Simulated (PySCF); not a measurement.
FAlClGeH3, in a box:

```xyz
7
Lattice="13.0000 0.0000 0.0000 0.0000 14.0000 0.0000 0.0000 0.0000 13.0000" Properties=species:S:1:pos:R:3 pbc="T T T"
F     8.0702    7.0434    8.3339
Al    7.0824    6.6490    7.0799
Cl    6.9252    4.6222    6.6060
Ge    5.8814    8.4136    5.8700
H     6.8757    9.4198    5.2675
H     4.9558    9.1816    6.8278
H     5.0307    7.8267    4.7341
```

Base run:

| Property | Result |
| --- | --- |
| Program | PySCF 2.14.0 |
| Functional | SOGGA11 |
| Potentials or basis | pob-tzvp-rev2 (all-electron) |
| k mesh | 1 × 1 × 1 |
| Occupations | fixed |
| Spin | no spin polarisation |

Its results: gap between the frontier levels 5.77 eV.

Question: The run is repeated on the same cell with these changes: functional from SOGGA11 to wB97X. What comes out?

Answer: Gap between the frontier levels 12.19 eV.

wB97X gives the wider gap, since exact exchange removes part of the self-interaction.

Caveats: this is a molecule in a periodic box at the Γ point, so its band gap is the HOMO-LUMO gap; relativity is left out, which matters for the heavier elements; the basis of atomic orbitals isn't converged, which shifts pressures, moduli and gaps.

